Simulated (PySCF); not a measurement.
**CH₃BF₂: geometry, NMR shifts, spin-spin couplings, electronic excitations and core binding energies**

What NMR shifts, spin-spin couplings, electronic excitations and core binding energies should CH₃BF₂ (`CB(F)F`) show?

The runs use PySCF 2.14.0, with density-fitted response routines of our own; the level of theory stands in each step. All values are computed, except where a source is named. Atoms are numbered from 0 throughout.

## (1) Starting geometry

7 atoms, charge 0, multiplicity 1; geometry from: GFN2-xTB.

Bonds of the start (Å): C0–B1 1.57, B1–F2 1.32, B1–F3 1.32, C0–H4 1.09, C0–H5 1.09, C0–H6 1.09.

## (2) Optimising the geometry at PBE0-D3(BJ)/def2-SVP

The job: settings as JSON, then the geometry in Å.

```
{"job": {"xc": "PBE0", "basis": "def2-SVP", "d3": "d3bj", "grid": 1, "kind": "geom"}, "charge": 0, "multiplicity": 1}
C     -0.709011     0.010970     0.040697
B      0.858468     0.006066    -0.056673
F      1.587481     1.102512    -0.116393
F      1.571931    -1.102472    -0.086920
H     -1.114554     1.017269     0.063403
H     -1.043435    -0.513766     0.933305
H     -1.147547    -0.515675    -0.804497
```

What it wrote:

```text
step   0  E = -264.10843224  max force = 0.013951
step   1  E = -264.10678675  max force = 0.006654
step   2  E = -264.10850026  max force = 0.008241
step   3  E = -264.10916531  max force = 0.003720
step   4  E = -264.10921912  max force = 0.001836
step   5  E = -264.10925297  max force = 0.000227
step   6  E = -264.10925376  max force = 0.000111
optimisation converged
```

Run time: 6 s. Hardware: 1 thread, shared host.

The steps of the relaxation: (the energy doesn't fall at every step)

| step | energy from step 0 (eV) | largest force component (eV/Å) |
| --- | --- | --- |
| 0 | 0.0000 | 0.7174 |
| 1 | 0.0448 | 0.3422 |
| 2 | -0.0019 | 0.4238 |
| 3 | -0.0199 | 0.1913 |
| 4 | -0.0214 | 0.0944 |
| 5 | -0.0223 | 0.0117 |
| 6 | -0.0224 | 0.0057 |

Close pairs (by a distance rule), those that changed most:

| bond | before (Å) | after (Å) | change (Å) |
| --- | --- | --- | --- |
| C0–H6 | 1.088 | 1.103 | +0.015 |
| C0–H5 | 1.088 | 1.101 | +0.013 |
| C0–B1 | 1.571 | 1.558 | -0.013 |
| C0–H4 | 1.085 | 1.098 | +0.012 |
| B1–F3 | 1.319 | 1.323 | +0.005 |
| B1–F2 | 1.318 | 1.323 | +0.004 |

The next job starts from the end point, and lists it.

| at the end point | value |
| --- | --- |
| point group (found at 0.08 Å tolerance) | C1 |
| rotational constants (GHz, main isotopes) | 9.924, 8.302, 4.650 |
| dipole moment (D) | 1.62 |

## (3) Shielding tensors: PBE0/pcSseg-1

The job: settings as JSON, then the geometry in Å.

```
{"job": {"kind": "nmr", "xc": "PBE0", "basis": "pcSseg-1"}, "charge": 0, "multiplicity": 1}
C     -0.415033     0.035869     0.575837
B      0.519363    -0.007470    -0.670006
F      0.906396     1.079325    -1.316645
F      0.967847    -1.156173    -1.150005
H     -0.639780     1.056914     0.909747
H      0.034267    -0.528524     1.408174
H     -1.363441    -0.473856     0.337860
```

Method: GIAO PBE0/pcSseg-1 NMR shielding, non-relativistic, gas phase.

What it wrote:

```text
coarse grid: 6208 points
cycle   1  E = -264.1896974947  dE =  2.895e-01  |g| = 6.263e-01  |ddm| = 2.130e+00
cycle   2  E = -264.1504314028  dE =  3.927e-02  |g| = 8.425e-01  |ddm| = 6.902e-01
cycle   3  E = -264.2550716377  dE = -1.046e-01  |g| = 5.500e-02  |ddm| = 3.838e-01
cycle   4  E = -264.2556881574  dE = -6.165e-04  |g| = 1.718e-02  |ddm| = 4.268e-02
cycle   5  E = -264.2557539619  dE = -6.580e-05  |g| = 1.380e-03  |ddm| = 1.131e-02
cycle   6  E = -264.2557543165  dE = -3.546e-07  |g| = 3.401e-04  |ddm| = 1.074e-03
final grid: 61744 points
cycle   7  E = -264.2868849570  dE = -3.923e-05  |g| = 4.849e-03  |ddm| = 1.252e-02
cycle   8  E = -264.2868843932  dE =  5.638e-07  |g| = 5.054e-03  |ddm| = 6.010e-03
cycle   9  E = -264.2868902080  dE = -5.815e-06  |g| = 1.370e-04  |ddm| = 3.130e-03
cycle  10  E = -264.2868902110  dE = -3.019e-09  |g| = 8.803e-05  |ddm| = 1.680e-04
cycle  11  E = -264.2868902123  dE = -1.319e-09  |g| = 2.889e-05  |ddm| = 5.901e-05
cycle  12  E = -264.2868902124  dE = -1.264e-10  |g| = 3.568e-06  |ddm| = 1.597e-05
converged SCF energy = -264.2868902124

GIAO shielding tensors (ppm)
atom      isotropic    diamagn.    paramagn.     s11        s22        s33       span
  0 C      188.491     255.188     -66.697    181.843    186.099    197.531     15.688
  1 B       70.615     192.596    -121.981     42.231     79.541     90.072     47.841
  2 F      232.019     468.430    -236.411     47.455    291.125    357.477    310.022
  3 F      237.787     468.774    -230.987     53.689    292.983    366.689    313.000
  4 H       30.890      30.467       0.423     26.682     28.631     37.358     10.677
  5 H       30.742      30.138       0.604     26.886     28.232     37.109     10.223
  6 H       30.735      30.078       0.657     27.034     28.064     37.108     10.074
```

It took 2.7 s on 1 thread, shared host.

The references, computed at this level on geometries of the same kind, shield at (ppm): 1H TMS 31.27, 13C TMS 184.4, 19F CFCl3 177.2, 11B BF3·OEt2 100.7. Their shielding less the atom's gives the shift. The references are single molecules in the gas phase, so shifts against H2O, NH3, PH3, H3PO4 or CFCl3 are not on the usual liquid scales and can be off by tens of ppm. Atoms listed in one row are averaged.

| atoms | environment | σ (ppm) | δ (ppm) | δ scaled to CDCl3 |
| --- | --- | --- | --- | --- |
| C0 | methyl carbon bonded to B | 188.5 | -4.1 | -4.5 |
| H4, H5, H6 | hydrogen on a methyl carbon bonded to B | 30.79 | 0.48 | 0.67 |
| B1 | boron bonded to C, 2 F | 70.6 | 30.1 | – |
| F2, F3 | fluorine bonded to B | 234.9 | -57.7 | – |

The scaled column applies a straight-line fit of computed shieldings to shifts measured in CDCl3, and one for carbons that bear F (root-mean-square error 0.21 ppm for H, 2.0 ppm for C).

Charges from the same density, by scheme (e):

| atoms | Mulliken | IAO | Hirshfeld | ESP fit |
| --- | --- | --- | --- | --- |
| C0 | -0.57 | -0.63 | -0.20 | -0.75 |
| B1 | 0.72 | 0.75 | 0.33 | 0.88 |
| F2, F3 | -0.29 | -0.32 | -0.15 | -0.34 |

Mayer bond orders: C0–B1 1.03, B1–F2 1.12, B1–F3 1.12.

## (4) J couplings: B3LYP/pcJ-1

Same as in step 3 but for these lines:

```diff
@@ -1,2 +1,2 @@
-{"job": {"kind": "nmr", "xc": "PBE0", "basis": "pcSseg-1"}, "charge": 0, "multiplicity": 1}
+{"job": {"kind": "j", "xc": "B3LYP", "basis": "pcJ-1"}, "charge": 0, "multiplicity": 1}
 C     -0.415033     0.035869     0.575837
```

Level: B3LYP/pcJ-1 indirect spin-spin coupling, non-relativistic, gas phase.

What it wrote:

```text
coarse grid: 6208 points
cycle   1  E = -264.4892091665  dE =  2.664e-01  |g| = 6.939e-01  |ddm| = 2.031e+00
cycle   2  E = -264.4190006435  dE =  7.021e-02  |g| = 1.013e+00  |ddm| = 7.878e-01
cycle   3  E = -264.5674392491  dE = -1.484e-01  |g| = 7.024e-02  |ddm| = 4.541e-01
cycle   4  E = -264.5683782961  dE = -9.390e-04  |g| = 2.791e-02  |ddm| = 5.540e-02
cycle   5  E = -264.5685412130  dE = -1.629e-04  |g| = 1.433e-03  |ddm| = 1.614e-02
cycle   6  E = -264.5685415142  dE = -3.012e-07  |g| = 5.387e-04  |ddm| = 1.068e-03
final grid: 61744 points
cycle   7  E = -264.5978536973  dE = -1.250e-04  |g| = 4.671e-03  |ddm| = 1.072e-02
cycle   8  E = -264.5978523407  dE =  1.357e-06  |g| = 5.050e-03  |ddm| = 5.272e-03
cycle   9  E = -264.5978579652  dE = -5.625e-06  |g| = 3.368e-04  |ddm| = 2.994e-03
cycle  10  E = -264.5978579762  dE = -1.098e-08  |g| = 2.360e-04  |ddm| = 2.365e-04
cycle  11  E = -264.5978579837  dE = -7.465e-09  |g| = 3.619e-05  |ddm| = 1.132e-04
cycle  12  E = -264.5978579839  dE = -1.942e-10  |g| = 6.648e-06  |ddm| = 2.255e-05
converged SCF energy = -264.5978579839

Indirect spin-spin couplings (Hz)
  i      j    bonds     total        FC       PSO       DSO        SD
  0 C    1 B    1     84.546    85.542    -1.644     0.316     0.332
  0 C    2 F    2     35.437    41.089    -6.240    -0.171     0.759
  0 C    3 F    2     33.569    39.923    -6.698    -0.162     0.506
  0 C    4 H    1    134.386   132.107     1.502     0.557     0.220
  0 C    5 H    1    125.663   123.203     1.696     0.565     0.199
  0 C    6 H    1    122.894   120.374     1.761     0.567     0.192
  1 B    2 F    1   -142.348   -89.817   -53.874     0.882     0.462
  1 B    3 F    1   -141.528   -89.711   -53.163     0.886     0.461
  1 B    4 H    2     -6.408    -6.238    -0.214    -0.014     0.057
  1 B    5 H    2     -6.615    -6.673    -0.134     0.064     0.129
  1 B    6 H    2     -6.711    -6.852    -0.106     0.090     0.158
  2 F    3 F    2   -218.404    37.581  -259.410    -1.135     4.560
  2 F    4 H    3     -0.389     1.596    -1.567    -0.182    -0.236
  2 F    5 H    3     12.928    13.046     1.262    -1.578     0.197
  2 F    6 H    3      8.852     8.646     1.285    -1.411     0.332
  3 F    4 H    3     26.684    27.593     0.995    -1.942     0.038
  3 F    5 H    3     -0.727    -0.009    -0.374    -0.437     0.093
  3 F    6 H    3     -0.482    -0.271     0.104    -0.574     0.260
  4 H    5 H    2    -13.373   -13.663     2.867    -2.743     0.165
  4 H    6 H    2    -14.831   -15.138     2.811    -2.681     0.177
  5 H    6 H    2    -19.941   -20.321     2.589    -2.439     0.230
```

Wall time 5.9 s (1 thread, shared host).

Couplings of 1 Hz or more, nine at most for each number of bonds, with means over like pairs (isotopes 11B, 13C, 19F, 1H):

| pair | bonds | J (Hz) | Fermi contact (Hz) |
| --- | --- | --- | --- |
| B1–F2 | 1 | -141.9 | -89.8 |
| C0–H4 | 1 | 127.6 | 125.2 |
| C0–B1 | 1 | 84.5 | 85.5 |
| F2–F3 | 2 | -218.4 | 37.6 |
| C0–F2 | 2 | 34.5 | 40.5 |
| H4–H5 | 2 | -16.0 | -16.4 |
| B1–H4 | 2 | -6.6 | -6.6 |
| F2–H4 | 3 | 7.8 | 8.4 |

Quadrupole couplings from the field gradients of the same density:

| atom | isotope | eQq/h (MHz) | η |
| --- | --- | --- | --- |
| B1 | 11B | 3.346 | 0.71 |

Shifts (PBE0/pcSseg-1, unscaled) and these couplings together give the proton spectrum at 400 MHz below. Couplings to quadrupolar nuclei are left out.

1H NMR δ 0.48 (t, J = 7.8 Hz, 3H).

## (5) Excited states and response: CAM-B3LYP/def2-SVPD

Same as in step 4 but for these lines:

```diff
@@ -1,2 +1,2 @@
-{"job": {"kind": "j", "xc": "B3LYP", "basis": "pcJ-1"}, "charge": 0, "multiplicity": 1}
+{"job": {"kind": "uv", "xc": "CAM-B3LYP", "basis": "def2-SVPD", "ip": true}, "charge": 0, "multiplicity": 1}
 C     -0.415033     0.035869     0.575837
```

Level: TDDFT CAM-B3LYP/def2-SVPD, vertical, gas phase, core orbitals frozen in the response.

What it wrote:

```text
coarse grid: 6208 points
cycle   1  E = -264.2112035364  dE =  3.139e-01  |g| = 6.086e-01  |ddm| = 3.160e+00
cycle   2  E = -264.1982709081  dE =  1.293e-02  |g| = 7.314e-01  |ddm| = 1.055e+00
cycle   3  E = -264.2795292331  dE = -8.126e-02  |g| = 4.530e-02  |ddm| = 4.817e-01
cycle   4  E = -264.2799198204  dE = -3.906e-04  |g| = 1.773e-02  |ddm| = 7.405e-02
cycle   5  E = -264.2799976804  dE = -7.786e-05  |g| = 3.280e-03  |ddm| = 2.048e-02
cycle   6  E = -264.2800003628  dE = -2.682e-06  |g| = 4.193e-04  |ddm| = 4.524e-03
final grid: 61744 points
cycle   7  E = -264.3133586066  dE = -3.270e-05  |g| = 2.713e-03  |ddm| = 3.631e-02
cycle   8  E = -264.3133592120  dE = -6.053e-07  |g| = 2.210e-03  |ddm| = 6.134e-03
cycle   9  E = -264.3133603046  dE = -1.093e-06  |g| = 1.698e-04  |ddm| = 2.290e-03
cycle  10  E = -264.3133603076  dE = -2.960e-09  |g| = 1.276e-04  |ddm| = 2.188e-04
cycle  11  E = -264.3133603102  dE = -2.591e-09  |g| = 1.225e-05  |ddm| = 9.115e-05
cycle  12  E = -264.3133603102  dE = -3.854e-11  |g| = 3.306e-06  |ddm| = 1.904e-05
converged SCF energy = -264.3133603102

Static polarisability (au): isotropic 27.627, principal 24.489 28.202 30.189

Singlet excitations
state   eV       nm        f      main configurations
  1   8.8243    140.5   0.02048   H->L+1 0.96
  2   9.4730    130.9   0.07984   H->L 0.96
  3   9.8932    125.3   0.00177   H-1->L+1 0.85, H-3->L+1 0.12
  4  10.4267    118.9   0.03804   H-1->L 0.92
  5  10.6190    116.8   0.06944   H-2->L 0.81, H-3->L+1 0.11
  6  10.7241    115.6   0.04225   H-3->L+1 0.68, H-1->L+1 0.11, H-2->L 0.10
  7  10.7338    115.5   0.14954   H-2->L+1 0.86
  8  11.1681    111.0   0.00277   H->L+2 0.91
  9  11.2611    110.1   0.04541   H-3->L 0.64, H-1->L+2 0.16, H-4->L+1 0.12
 10  11.5627    107.2   0.04359   H-4->L 0.51, H-4->L+1 0.28

Triplet excitations (Tamm-Dancoff, eV): 7.9807 9.2046 9.6555 9.7783
Vertical ionisation energy (delta-SCF) = 13.1980 eV
```

It took 20 s on 1 thread, shared host.

The orbitals next to the gap, with their largest atomic shares:

| orbital | eV | atoms |
| --- | --- | --- |
| HOMO−3 | -13.85 | F3 36 %, F2 36 %, C0 11 % |
| HOMO−2 | -13.04 | C0 47 %, H6 20 %, H5 17 % |
| HOMO−1 | -12.84 | C0 38 %, H4 20 %, F3 15 % |
| HOMO | -11.87 | C0 38 %, B1 21 %, F2 15 % |
| LUMO | 0.83 | B1 61 %, C0 14 %, H6 6 % |
| LUMO+1 | 1.40 | B1 41 %, C0 17 %, F2 17 % |
| LUMO+2 | 2.27 | C0 26 %, F2 13 %, F3 13 % |

With each of the 10 states as a Gaussian band of 0.4 eV half-width at 1/e, the curve within the window shown has maxima at 131 nm (ε 3,300), 116 nm (ε 12,000) L/(mol cm). Beyond the last state computed it falls off for lack of states. The curve at chosen wavelengths:

nm, ε (L/mol/cm) and a bar:
```
      105       1205 ###
      107       2527 ######
      109       3631 #########
      111       4862 ############
      112       5966 ###############
      114       9214 ########################
      116      11595 ##############################
      118      10552 ###########################
      120       6987 ##################
      122       3593 #########
      123       2485 ######
      125       1570 ####
      127       1937 #####
      129       2782 #######
      131       3303 ########
      133       3123 ########
      134       2825 #######
      136       2109 #####
      138       1536 ####
      140       1187 ###
      142        945 ##
      144        711 ##
      145        592 #
      147        371 #
      149        202 
      151         96
```

Further results of this job:

| property | computed |
| --- | --- |
| dipole moment (D) | 1.73 |
| polarisability (Å³) | 4.09 |
| HOMO–LUMO gap (eV) | 12.70 |
| −ε(HOMO) (eV) | 11.87 |

(Part 1 of 2 ends here.)
